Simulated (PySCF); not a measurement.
# Cl3IV (VICl3): the cost of one run

Programs: PySCF 2.14.0, with routines of our own; each step states its level. All values are computed. Atoms count from 0.

### Step 1. The system as given

5 atoms, charge 0, states of the metal's open shell are computed; geometry from: GFN2-xTB, shaken.

### Step 2. Optimising the geometry at B3LYP-D3(BJ)/def2-SVP

The job: settings as JSON, then the geometry in Å.

```
{"job": {"xc": "B3LYP", "basis": "def2-SVP", "d3": "d3bj", "grid": 1, "maxiter": 40, "kind": "geom"}, "charge": 0, "metal": "V", "open_shell": "d1"}
V      0.057210    -0.093350    -0.155100
I     -0.001450    -0.027140     2.350430
Cl     1.952840     0.148300    -0.736640
Cl    -0.949860     1.627450    -0.752190
Cl    -1.078910    -1.644110    -0.727950
```

The run is started by

```console
> OMP_NUM_THREADS=1 python lf_run.py task.json out
```

The driver reads the jobs from task.json and runs them one after another.

**Question.** How long does this first job take on 1 thread of Arm Neoverse V2, shared host, and how much memory does it need?

About 3 min, with a peak of 0.46 GiB.
